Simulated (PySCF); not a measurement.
# C3H9FSi: the cost of one run

Programs: PySCF 2.14.0, with density-fitted response routines of our own. Each step states its level of theory. These are calculated values for one molecule in the gas phase, unless marked as measured. Atoms count from 0, in the outputs and in this text.

### 1 The starting structure

14 atoms, charge 0, multiplicity 1; geometry from: GFN2-xTB.

Bonds of the start (Å): C0–C1 1.52, C1–C2 1.53, C2–Si3 1.90, Si3–F4 1.61, C0–H5 1.09, C0–H6 1.09, C0–H7 1.09, C1–H8 1.09, C1–H9 1.09, C2–H10 1.09, C2–H11 1.09, Si3–H12 1.46, Si3–H13 1.46.

### 2 Excited states and response: PBE0/def2-SVPD

Job settings and geometry (Å):

```
{"job": {"kind": "uv", "xc": "PBE0", "basis": "def2-SVPD", "nstates": 8, "ntriplets": 3}, "charge": 0, "multiplicity": 1}
C     -2.030932     0.392009     0.111671
C     -0.622878     0.288767    -0.462893
C      0.360356    -0.310776     0.544320
Si     2.124216    -0.469167    -0.133286
F      2.633149     1.011726    -0.522047
H     -2.401744    -0.592449     0.390978
H     -2.713366     0.821965    -0.618396
H     -2.037579     1.022289     0.998689
H     -0.647440    -0.330433    -1.362729
H     -0.279631     1.282822    -0.756706
H      0.366121     0.313438     1.441752
H     -0.007216    -1.290379     0.856616
H      2.188541    -1.210611    -1.385034
H      3.067724    -0.929673     0.874898
```

Level: TDDFT PBE0/def2-SVPD, vertical, gas phase, core orbitals frozen in the response.

Run with:

```bash
OMP_NUM_THREADS=1 python probes_run.py task.json out
```

The driver reads the jobs from task.json and runs them one after another.

**Question.** How long does this first job take on 1 thread of Arm Neoverse V1, shared host, and how much memory does it need?

About 25 s, with a peak of 0.71 GiB.
